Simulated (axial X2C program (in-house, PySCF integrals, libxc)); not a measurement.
**AsGa: from the state search to constants**

Aim: find the lowest determinant of AsGa, scan the bond at several levels and fit the constants, once spin-free and once with spin–orbit coupling.

Computed with an in-house X2C program for linear molecules on PySCF integrals. Level: all-electron X2C, As dyall-cv3z, Ga dyall-cv3z.

All values are calculated.

## (1) The job

task.json reads:

```json
{
 "zs": [
  33,
  31
 ],
 "q": 0,
 "bas": [
  "dyall-cv3z",
  "dyall-cv3z"
 ],
 "levels": [
  "PBE0",
  "HF",
  "TPSS"
 ],
 "cc": true,
 "r0": 2.45,
 "thr": -1.0,
 "nmax": 90,
 "npts": 10,
 "nst": 2,
 "ntry": 6
}
```

Keys: zs atomic numbers; q charge; bas basis sets; levels methods (HF also brings MP2); cc coupled cluster on or off; r0 starting distance in Å; thr threshold in hartree for freezing inner shells (an s shell follows its p shell); nmax most natural virtual spinors; npts points asked for on the curve; nst determinants followed; ntry starts of the search.

On the command line:

```console
> python so2c.py task.json out
```

Spin-free means the one-electron spin-free X2C Hamiltonian; two-component (2c) means X2C with spin–orbit coupling and atomic mean-field two-electron Coulomb and Gaunt terms. Basis: As dyall-cv3z contracted to [9s9p6d4f1g], Ga dyall-cv3z contracted to [9s9p7d4f1g]; Gaussian nuclei, density fitting. Masses: As 74.922 u, Ga 68.926 u.

Notation: σ, π±, δ± give the projection m of an orbital's angular momentum (0, ±1, ±2), α and β its spin, Λ and M_S the sums; ω is the projection of a spinor's total angular momentum and Ω the sum. Logs are in hartree.

The results follow Hamiltonian by Hamiltonian and level by level.

## (2) State search with PBE0

PBE0 moves the distance from 2.450 Å to 2.555 Å and compares determinants there.

Spin-free determinants:

```csv
ΔE (eV),state,open shells
0.00,"M_S = 1, Λ = 0","beyond closed shells: π+α, π-α"
0.37,"M_S = 1, Λ = 1","beyond closed shells: σα, π+α, π+β, π-α"
0.59,"M_S = 0, Λ = 1","beyond closed shells: σβ, π+α, π+β, π-α"
0.85,"M_S = 0, Λ = 0","beyond closed shells: π+β, π-α"
0.85,"M_S = 0, Λ = 2","beyond closed shells: π+α, π+β"
1.91,"M_S = 2, Λ = 1","beyond closed shells: σα, 2 × π+α, π-α"
2.59,"M_S = 1, Λ = 1","beyond closed shells: σβ, 2 × π+α, π-α"
```

Two-component determinants:

| ΔE (eV) | state | open shells |
| --- | --- | --- |
| 0.00 | Ω = 1 | excess of +ω over −ω: ω = -1/2, ω = 3/2 |
| 0.30 | Ω = 2 | excess of +ω over −ω: ω = 1/2, ω = 3/2 |
| 0.66 | Ω = 1 | excess of +ω over −ω: 2 × ω = 1/2 |
| 0.71 | Ω = 0 | closed shell |
| 0.83 | Ω = 0 | closed shell |
| 1.96 | Ω = 3 | excess of +ω over −ω: 2 × ω = 3/2 |
| 2.56 | Ω = 0 | excess of +ω over −ω: 3 × ω = 1/2, ω = -3/2 |

## (3) PBE0, spin-free

State followed: M_S = 1, Λ = 0 (beyond closed shells: π+α, π-α). The scan is laid around 2.555 Å, a first estimate of the minimum, and this SCF restarts from the orbitals of the search.

The SCF at the reference distance of 2.555 Å:

```text
spin-free X2C-1e  PBE0
basis functions 211  fitting functions 1214  grid points 5805
iter        total energy     max residual
   1      -4204.221179617     1.55e-05
   2      -4204.221179623     1.11e-05
   3      -4204.221179625     3.92e-06
   4      -4204.221179626     3.06e-06
converged
one-electron -6279.20076830  Coulomb 2023.09953817  exact exchange -39.27162953  xc functional -120.72631871  nuclear repulsion 211.87799874
```

Along the bond, energies from the lowest point:

| R (Å) | E (eV) | μ (D) | HOMO (eV) | LUMO (eV) | iterations |
| --- | --- | --- | --- | --- | --- |
| 2.223 | 0.4939 | -0.13 | -5.35 | -3.82 | 11 |
| 2.325 | 0.2059 | 0.34 | -5.38 | -3.60 | 10 |
| 2.402 | 0.0824 | 0.70 | -5.39 | -3.45 | 11 |
| 2.478 | 0.0182 | 1.05 | -5.38 | -3.31 | 11 |
| 2.555 | 0.0000 | 1.41 | -5.36 | -3.18 | 4 |
| 2.644 | 0.0227 | 1.82 | -5.32 | -3.04 | 11 |
| 2.734 | 0.0805 | 2.21 | -5.27 | -2.92 | 11 |
| 2.849 | 0.1906 | 2.70 | -5.20 | -2.79 | 12 |
| 2.989 | 0.3594 | 3.25 | -5.09 | -2.67 | 12 |
| 3.194 | 0.6352 | 3.94 | -4.91 | -2.56 | 12 |

Dipoles are positive if Ga is the positive end.

Outer orbitals at the reference distance:

```csv
symmetry,occupied,ε (eV),atomic character
δ+α,yes,-22.59,100% Ga d
δ-α,yes,-22.59,100% Ga d
δ+β,yes,-22.57,100% Ga d
δ-β,yes,-22.57,100% Ga d
π+α,yes,-22.42,100% Ga d
π-α,yes,-22.42,100% Ga d
π-β,yes,-22.41,100% Ga d
π+β,yes,-22.41,100% Ga d
σα,yes,-22.40,100% Ga d
σβ,yes,-22.40,100% Ga d
σα,yes,-16.58,"79% As s, 8% Ga p, 7% Ga s"
σβ,yes,-14.65,"76% As s, 11% Ga s, 8% Ga p"
σα,yes,-10.26,"67% Ga s, 24% As p, 6% As s"
σβ,yes,-9.91,"66% Ga s, 21% As p, 9% As s"
π-α,yes,-6.74,"87% As p, 9% Ga p, 4% Ga d"
π+α,yes,-6.74,"87% As p, 9% Ga p, 4% Ga d"
σα,yes,-5.77,"50% As p, 31% Ga p, 15% Ga s"
σβ,yes,-5.36,"50% As p, 35% Ga p, 12% Ga s"
π-β,no,-3.18,"64% As p, 32% Ga p, 3% Ga d"
π+β,no,-3.18,"64% As p, 32% Ga p, 3% Ga d"
π+α,no,-1.65,"86% Ga p, 8% As p, 4% As d"
π-α,no,-1.65,"86% Ga p, 8% As p, 4% As d"
```

PBE0 fields in the half plane through the axis: z from -2.4 to 4.8 Å across, distance from the axis 0.15 to 2.25 Å upwards; As lies at z = 0 and Ga at z = 2.555 Å; the ELF is damped to zero where the density is low.

log10 density (e/bohr³). Ten even steps from '0' (-4.22 ) to '9' (1.40 ):
```
0001112222221111111111100
0011222233222222222222110
0112233333333333333322211
1122334444443333444333221
1223444555444444444443322
1233455565554445555544322
2234456777655556776544332
2234556898655557997654332
```

ELF. Ten even steps from ' ' (0.00 ) to '@' (0.97 ):
```
        ....::::::::::::..          ..::::..      
      ..--====++======--::..    ..::==++**++--..  
    ::==++************++--......::==**##%%%%##==..
  ::==**####%%%%######**++--::::--==**%%@@@@@@%%==
..--**##%%%%%%##****####**==::::::::==##@@@@@@@@##
::++##%%@@%%**--::::++####==::......::==%%@@@@@@%%
--**%%@@@@##::--++--::##%%==..--****--::**@@@@@@@@
--**%%@@@@**::##::##..++%%==..**==--**::++@@@@@@@@
```

Re = 2.553 Å, ωe = 213.5 cm⁻¹, ωexe = 0.535 cm⁻¹, Be = 0.07205 cm⁻¹, De = 1.98 eV, μ = 1.40 D.

## (4) HF, spin-free

Output at 2.555 Å:

```text
spin-free X2C-1e  HF
basis functions 211  fitting functions 1214  grid points 5805
iter        total energy     max residual
   1      -4201.309749516     2.96e-01
   2      -4201.347415838     1.21e-02
   3      -4201.348951683     1.12e-02
   4      -4201.349613920     1.78e-03
   5      -4201.349713444     7.80e-04
   6      -4201.349732622     3.61e-04
   7      -4201.349741197     1.58e-04
   8      -4201.349743638     8.33e-05
   9      -4201.349744253     5.12e-05
  10      -4201.349744466     3.26e-05
  11      -4201.349744561     1.35e-05
  12      -4201.349744577     2.63e-06
  13      -4201.349744578     5.72e-07
converged
one-electron -6279.87054331  Coulomb 2023.95582307  exact exchange -157.31302308  xc functional 0.00000000  nuclear repulsion 211.87799874
```

Re = 2.578 Å, ωe = 210.4 cm⁻¹, Be = 0.07067 cm⁻¹, De = 0.828 eV, μ = 1.73 D.

## (5) TPSS, spin-free

Output at 2.555 Å:

```text
spin-free X2C-1e  TPSS
basis functions 211  fitting functions 1214  grid points 5805
iter        total energy     max residual
   1      -4204.693415615     6.83e-02
   2      -4204.694953615     2.10e-02
   3      -4204.695344607     2.00e-02
   4      -4204.697088124     2.17e-03
   5      -4204.697105069     8.59e-04
   6      -4204.697108178     1.91e-04
   7      -4204.697109545     3.45e-05
   8      -4204.697109581     7.77e-06
   9      -4204.697109582     1.20e-06
converged
one-electron -6278.08814027  Coulomb 2021.91251990  exact exchange 0.00000000  xc functional -160.39948795  nuclear repulsion 211.87799874
```

Re = 2.570 Å, ωe = 205.5 cm⁻¹, ωexe = 0.523 cm⁻¹, Be = 0.07109 cm⁻¹, De = 2.07 eV, μ = 1.35 D.

## (6) MP2 and beyond, spin-free

Correlated methods: 8 electrons correlated (frozen shells, counted by type: As 3 s, 2 p, 1 d; Ga 3 s, 2 p, 1 d), 294 virtual spinors in MP2, 90 natural virtuals in coupled cluster.

Output of the correlated part at 2.555 Å:

```text
correlated 8  virtual 294  natural virtual 90  E(MP2) -0.137255376  MP2 remainder -0.003726802
iter   CCSD correlation   residual
   1     -0.153068317   1.25e-01
   2     -0.160747795   5.05e-02
   3     -0.161304460   1.36e-02
   4     -0.161412258   5.05e-03
   5     -0.161412280   2.04e-03
   6     -0.161410568   9.00e-04
   7     -0.161416889   3.40e-04
   8     -0.161417346   1.03e-04
   9     -0.161416986   3.98e-05
  10     -0.161417104   1.50e-05
  11     -0.161417140   6.15e-06
  12     -0.161417196   2.08e-06
  13     -0.161417200   7.86e-07
(T) -0.006588584  T1 0.0243  D1 0.0402  max T2 0.071
```

T1 in the output is the amplitude norm over the root of the electron number; divide by √2 for the Lee–Taylor value.

MP2: Re = 2.569 Å, ωe = 215.7 cm⁻¹, Be = 0.07117 cm⁻¹, De = 1.62 eV.

CCSD: Re = 2.575 Å, ωe = 212.3 cm⁻¹, ωexe = 0.578 cm⁻¹, Be = 0.07083 cm⁻¹, De = 1.65 eV. T1 at Re = 0.017 (Lee–Taylor, the printed value over √2).

CCSD(T): Re = 2.579 Å, ωe = 210.8 cm⁻¹, ωexe = 0.569 cm⁻¹, Be = 0.07062 cm⁻¹, De = 1.73 eV. T1 at Re = 0.017 (Lee–Taylor, the printed value over √2).

## (7) A higher determinant, spin-free

State: M_S = 1, Λ = 1 (beyond closed shells: σα, π+α, π+β, π-α).

Output at the reference distance:

```text
spin-free X2C-1e  PBE0
basis functions 211  fitting functions 1214  grid points 5805
iter        total energy     max residual
   1      -4204.207439123     1.09e-05
   2      -4204.207439126     1.28e-05
   3      -4204.207439129     3.54e-06
   4      -4204.207439130     2.08e-06
converged
one-electron -6278.48123940  Coulomb 2022.34666156  exact exchange -39.25741950  xc functional -120.69344053  nuclear repulsion 211.87799874
```

| R (Å) | E above the lowest PBE0 point (eV) |
| --- | --- |
| 2.223 | 0.251 |
| 2.325 | 0.197 |
| 2.402 | 0.222 |
| 2.478 | 0.285 |
| 2.555 | 0.374 |
| 2.644 | 0.499 |
| 2.734 | 0.637 |
| 2.849 | 0.823 |
| 2.989 | 1.049 |

Re = 2.323 Å, ωe = 263.0 cm⁻¹, Be = 0.08701 cm⁻¹, μ = 2.02 D. Te = 0.20 eV. As a difference of two determinants it need not be a gap between pure terms.

## (8) The spin-free curves together

Energy (eV) of the followed determinant, spin-free, from each level's lowest point:

| R (Å) | PBE0 | HF | MP2 | CCSD | CCSD(T) | TPSS |
| --- | --- | --- | --- | --- | --- | --- |
| 2.223 | 0.494 | 0.577 | 0.563 | n/a | n/a | 0.517 |
| 2.325 | 0.206 | 0.254 | 0.244 | 0.251 | 0.257 | 0.225 |
| 2.402 | 0.082 | 0.111 | 0.104 | 0.109 | 0.112 | 0.096 |
| 2.478 | 0.018 | 0.031 | 0.027 | 0.030 | 0.032 | 0.026 |
| 2.555 | 0.000 | 0.000 | 0.000 | 0.000 | 0.000 | 0.000 |
| 2.644 | 0.023 | 0.010 | 0.016 | 0.012 | 0.010 | 0.014 |
| 2.734 | 0.081 | 0.058 | 0.070 | 0.062 | 0.058 | 0.062 |
| 2.849 | 0.191 | 0.154 | 0.181 | 0.163 | 0.157 | 0.159 |
| 2.989 | 0.359 | 0.298 | 0.374 | n/a | n/a | 0.313 |
| 3.194 | 0.635 | 0.488 | 0.727 | n/a | n/a | 0.569 |

## (9) PBE0, 2c

State followed: Ω = 1 (excess of +ω over −ω: ω = -1/2, ω = 3/2). The scan is laid around 2.555 Å, a first estimate of the minimum, and this SCF restarts from the orbitals of the search.

Output at 2.555 Å:

```text
two-component X2C + atomic mean field  PBE0
basis functions 211  fitting functions 1214  grid points 5805
iter        total energy     max residual
   1      -4202.874081837     6.77e-06
   2      -4202.874081842     6.23e-06
   3      -4202.874081844     2.17e-06
converged
one-electron -6275.74403616  Coulomb 2022.37851383  exact exchange -39.25665600  xc functional -120.68062637  nuclear repulsion 211.87799874  atomic mean-field constant -1.44927588
```

Along the bond, energies from the lowest point:

| R (Å) | E (eV) | μ (D) | HOMO (eV) | LUMO (eV) | iterations |
| --- | --- | --- | --- | --- | --- |
| 2.223 | 0.3474 | 1.79 | -5.89 | -3.88 | 62 |
| 2.325 | 0.2011 | 0.42 | -5.42 | -3.66 | 14 |
| 2.402 | 0.0810 | 0.73 | -5.40 | -3.51 | 13 |
| 2.478 | 0.0179 | 1.07 | -5.38 | -3.36 | 13 |
| 2.555 | 0.0000 | 1.42 | -5.36 | -3.23 | 3 |
| 2.644 | 0.0228 | 1.82 | -5.32 | -3.10 | 13 |
| 2.734 | 0.0805 | 2.21 | -5.27 | -2.98 | 12 |
| 2.849 | 0.1903 | 2.69 | -5.19 | -2.84 | 12 |
| 2.989 | 0.3585 | 3.24 | -5.08 | -2.72 | 12 |
| 3.194 | 0.6334 | 3.92 | -4.91 | -2.60 | 12 |

Dipoles are positive if Ga is the positive end.

Outer spinors at the reference distance:

| ω | occupied | ε (eV) | atomic character | λ mixture |
| --- | --- | --- | --- | --- |
| -3/2 | yes | -22.83 | 100% Ga d | 89% δ, 11% π |
| 3/2 | yes | -22.82 | 100% Ga d | 88% δ, 12% π |
| -1/2 | yes | -22.69 | 100% Ga d | 62% π, 38% σ |
| 1/2 | yes | -22.68 | 100% Ga d | 61% π, 39% σ |
| 5/2 | yes | -22.43 | 100% Ga d | 100% δ |
| -5/2 | yes | -22.41 | 100% Ga d | 100% δ |
| 3/2 | yes | -22.29 | 100% Ga d | 88% π, 12% δ |
| -3/2 | yes | -22.28 | 100% Ga d | 89% π, 11% δ |
| -1/2 | yes | -22.25 | 100% Ga d | 62% σ, 38% π |
| 1/2 | yes | -22.25 | 100% Ga d | 61% σ, 39% π |
| 1/2 | yes | -16.57 | 79% As s, 8% Ga p, 7% Ga s | 100% σ |
| -1/2 | yes | -14.66 | 76% As s, 11% Ga s, 8% Ga p | 100% σ |
| 1/2 | yes | -10.26 | 67% Ga s, 24% As p, 6% As s | 100% σ |
| -1/2 | yes | -9.91 | 66% Ga s, 21% As p, 9% As s | 100% σ |
| -1/2 | yes | -6.82 | 87% As p, 9% Ga p, 4% Ga d | 100% π |
| 3/2 | yes | -6.64 | 86% As p, 9% Ga p, 4% Ga d | 100% π |
| 1/2 | yes | -5.78 | 50% As p, 31% Ga p, 15% Ga s | 99% σ, 1% π |
| -1/2 | yes | -5.36 | 50% As p, 35% Ga p, 12% Ga s | 100% σ |
| 1/2 | no | -3.23 | 65% As p, 32% Ga p, 3% Ga d | 99% π, 1% σ |
| -3/2 | no | -3.12 | 64% As p, 33% Ga p, 3% Ga d | 100% π |
| -1/2 | no | -1.69 | 86% Ga p, 8% As p, 4% As d | 100% π |
| 3/2 | no | -1.61 | 86% Ga p, 9% As p, 4% As d | 100% π |

PBE0 fields in the half plane through the axis: z from -2.4 to 4.8 Å across, distance from the axis 0.15 to 2.25 Å upwards; As lies at z = 0 and Ga at z = 2.555 Å; the ELF is damped to zero where the density is low.

log10 density (e/bohr³). Ten even steps from ' ' (-4.22 ) to '@' (1.40 ):
```
      ......::::::::::::......................    
    ....::::::::----::::::::::::::::::::::::....  
  ....::::------------------------------::::::....
....::::----============--------======------::::..
..::::--======++++++======================----::::
..::----==++++++**++++++======++++++++++====--::::
::::--====++**######**++++++++**####**++====----::
::::--==++++**%%@@%%**++++++++##@@@@##**++==----::
```

ELF. Ten even steps from '0' (0.00 ) to '9' (0.97 ):
```
0000112222221000001221000
0001344544432100124565310
0024566666653111246788741
0246778877765322346899984
1367888766776422224799997
2578986322577421112489998
3689972353278413663269999
3689962727158416436259999
```

No constants are quoted: the dipole of the solution doesn't run smoothly along the scan, a sign that its character may change, so the fit is set aside.

## (10) HF, 2c

Output at 2.555 Å:

```text
two-component X2C + atomic mean field  HF
basis functions 211  fitting functions 1214  grid points 5805
iter        total energy     max residual
   1      -4199.963423469     2.96e-01
   2      -4200.001135498     1.21e-02
   3      -4200.002698987     1.12e-02
   4      -4200.003367979     1.78e-03
   5      -4200.003480830     7.87e-04
   6      -4200.003508588     3.94e-04
   7      -4200.003527651     3.59e-04
   8      -4200.003542330     3.29e-04
   9      -4200.003555981     3.04e-04
  10      -4200.003575436     2.70e-04
  11      -4200.003611691     1.85e-04
  12      -4200.003635532     1.35e-04
  13      -4200.003647539     9.64e-05
  14      -4200.003651587     6.08e-05
  15      -4200.003652176     4.55e-05
  16      -4200.003652634     2.97e-05
  17      -4200.003652984     1.05e-05
  18      -4200.003653018     3.83e-06
  19      -4200.003653022     1.67e-06
  20      -4200.003653023     1.12e-06
converged
one-electron -6276.39765248  Coulomb 2023.21915840  exact exchange -157.25388180  xc functional 0.00000000  nuclear repulsion 211.87799874  atomic mean-field constant -1.44927588
```

Re = 2.574 Å, ωe = 207.8 cm⁻¹, Be = 0.07087 cm⁻¹, De = 0.846 eV, μ = 1.73 D.

## (11) TPSS, 2c

The SCF at the reference distance of 2.555 Å:

```text
two-component X2C + atomic mean field  TPSS
basis functions 211  fitting functions 1214  grid points 5805
iter        total energy     max residual
   1      -4203.345749461     6.82e-02
   2      -4203.347302546     2.10e-02
   3      -4203.347683765     2.00e-02
   4      -4203.349439223     2.15e-03
   5      -4203.349455442     8.59e-04
   6      -4203.349458432     1.91e-04
   7      -4203.349459830     3.39e-05
   8      -4203.349459867     7.73e-06
   9      -4203.349459868     1.21e-06
converged
one-electron -6274.63219143  Coulomb 2021.19247276  exact exchange 0.00000000  xc functional -160.33846405  nuclear repulsion 211.87799874  atomic mean-field constant -1.44927588
```

No constants are quoted: the dipole of the solution doesn't run smoothly along the scan, a sign that its character may change, so the fit is set aside.

## (12) Correlated methods, 2c

Correlated methods: 8 electrons correlated (frozen shells, counted by type: As 3 s, 2 p, 1 d; Ga 3 s, 2 p, 1 d), 294 virtual spinors in MP2, 90 natural virtuals in coupled cluster.

Output of the correlated part at 2.555 Å:

```text
correlated 8  virtual 294  natural virtual 90  E(MP2) -0.136334440  MP2 remainder -0.003706548
iter   CCSD correlation   residual
   1     -0.152137808   1.25e-01
   2     -0.159994118   5.28e-02
   3     -0.160723771   1.78e-02
   4     -0.160954783   9.27e-03
   5     -0.161039971   5.38e-03
   6     -0.161074131   2.45e-03
   7     -0.161097727   1.27e-03
   8     -0.161097865   8.43e-04
   9     -0.161095536   6.00e-04
  10     -0.161096548   4.09e-04
  11     -0.161099608   2.75e-04
  12     -0.161101635   1.39e-04
  13     -0.161102019   6.27e-05
  14     -0.161102102   3.25e-05
  15     -0.161102293   1.88e-05
  16     -0.161102446   1.08e-05
  17     -0.161102534   5.98e-06
  18     -0.161102581   3.71e-06
  19     -0.161102602   2.33e-06
  20     -0.161102613   1.63e-06
(T) -0.006611922  T1 0.0371  D1 0.0698  max T2 0.067
```

MP2: Re = 2.583 Å, ωe = 221.1 cm⁻¹, Be = 0.07038 cm⁻¹, De = 1.63 eV.

CCSD: Re = 2.577 Å, ωe = 212.9 cm⁻¹, Be = 0.07073 cm⁻¹, De = 1.67 eV. T1 at Re = 0.025 (Lee–Taylor, the printed value over √2).

CCSD(T): Re = 2.580 Å, ωe = 211.2 cm⁻¹, Be = 0.07056 cm⁻¹, De = 1.75 eV. T1 at Re = 0.025 (Lee–Taylor, the printed value over √2).

## (13) A higher determinant, 2c

State: Ω = 2 (excess of +ω over −ω: ω = 1/2, ω = 3/2).

Output at the reference distance:

```text
two-component X2C + atomic mean field  PBE0
basis functions 211  fitting functions 1214  grid points 5805
iter        total energy     max residual
   1      -4202.862894000     8.42e-06
   2      -4202.862894010     9.09e-06
   3      -4202.862894013     4.12e-06
   4      -4202.862894015     2.79e-06
converged
one-electron -6275.08234557  Coulomb 2021.68226174  exact exchange -39.24272489  xc functional -120.64880816  nuclear repulsion 211.87799874  atomic mean-field constant -1.44927588
```

| R (Å) | E above the lowest PBE0 point (eV) |
| --- | --- |
| 2.223 | 0.186 |
| 2.325 | 0.131 |
| 2.402 | 0.155 |
| 2.478 | 0.217 |
| 2.555 | 0.304 |
| 2.644 | 0.428 |
| 2.734 | 0.566 |
| 2.849 | 0.752 |
| 2.989 | 0.979 |

Re = 2.325 Å, ωe = 262.0 cm⁻¹, Be = 0.08691 cm⁻¹, μ = 2.02 D.

## (14) The 2c curves together

Energy (eV) of the followed determinant, 2c, from each level's lowest point:

| R (Å) | PBE0 (dipole not smooth) | HF | MP2 | CCSD | CCSD(T) | TPSS (dipole not smooth) |
| --- | --- | --- | --- | --- | --- | --- |
| 2.223 | 0.347 | 0.517 | 0.574 | n/a | n/a | 0.313 |
| 2.325 | 0.201 | 0.233 | 0.278 | 0.251 | 0.251 | 0.222 |
| 2.402 | 0.081 | 0.102 | 0.127 | 0.111 | 0.113 | 0.095 |
| 2.478 | 0.018 | 0.028 | 0.037 | 0.031 | 0.032 | 0.025 |
| 2.555 | 0.000 | 0.000 | 0.000 | 0.000 | 0.000 | 0.000 |
| 2.644 | 0.023 | 0.012 | 0.009 | 0.011 | 0.010 | 0.014 |
| 2.734 | 0.080 | 0.060 | 0.059 | 0.060 | 0.057 | 0.061 |
| 2.849 | 0.190 | 0.156 | 0.169 | 0.161 | 0.155 | 0.159 |
| 2.989 | 0.359 | 0.298 | 0.361 | n/a | n/a | 0.312 |
| 3.194 | 0.633 | 0.485 | 0.714 | n/a | n/a | 0.567 |

Time for the job: 2.4 min (1 thread of Arm Neoverse V2, shared host); peak memory 0.59 GiB.

## (15) Results

Lowest determinant that the search found at its distance, spin-free: M_S = 1, Λ = 0 (beyond closed shells: π+α, π-α).

Lowest determinant that the search found at its distance, 2c: Ω = 1 (excess of +ω over −ω: ω = -1/2, ω = 3/2).

```
Hamiltonian    level  Re (Å)  ωe (cm⁻¹)  De (eV)  μ (D)
  spin-free     PBE0   2.553      213.5     1.98   1.40
  spin-free       HF   2.578      210.4    0.828   1.73
  spin-free      MP2   2.569      215.7     1.62    n/a
  spin-free     CCSD   2.575      212.3     1.65    n/a
  spin-free  CCSD(T)   2.579      210.8     1.73    n/a
  spin-free     TPSS   2.570      205.5     2.07   1.35
         2c       HF   2.574      207.8    0.846   1.73
         2c      MP2   2.583      221.1     1.63    n/a
         2c     CCSD   2.577      212.9     1.67    n/a
         2c  CCSD(T)   2.580      211.2     1.75    n/a
```

Dipoles are positive if Ga is the positive end. No constants: 2c PBE0 (the dipole of the solution doesn't run smoothly along the scan, a sign that its character may change, so the fit is set aside); 2c TPSS (the dipole of the solution doesn't run smoothly along the scan, a sign that its character may change, so the fit is set aside).

Time per point (s) on 1 thread of Arm Neoverse V2, shared host (2c runs; CCSD comes with the CCSD(T) run); the times are rough: HF 1, MP2 1.2, CCSD(T) 4.

In words: At CCSD(T), going from spin-free to two-component changes Re by +1 mÅ, ωe by +0.2 %; the spin-free picture holds up (part of it comes from the scalar share of the two-electron terms). It costs about 1.8 times the time. De moves by +0.02 eV; both De rest on single-determinant atoms, which can miss part of an open shell's spin–orbit lowering.

De refers to As + Ga, each in the lowest determinant found, which need not be this curve's own limit. The state is a single determinant with fixed occupations, the lowest that a limited PBE0 search found. De is counted from the lowest determinant-based energies of the atoms at the same level, without counterpoise correction. CCSD and (T) use frozen natural virtuals with an MP2 correction for the truncation. The meta-GGAs lack a current-density term, which matters for open shells with orbital currents, atoms included. With several unpaired electrons one determinant need not be a pure state. At some level an empty orbital lies below a filled one. The spin-free determinant is spin-contaminated at some levels, which hurts MP2 most. With the outer-core shells frozen, correlated bond lengths of heavy atoms tend to come out a few hundredths of an ångström too long. T1 at Re is 0.025 (Lee–Taylor), above the customary mark of 0.02.
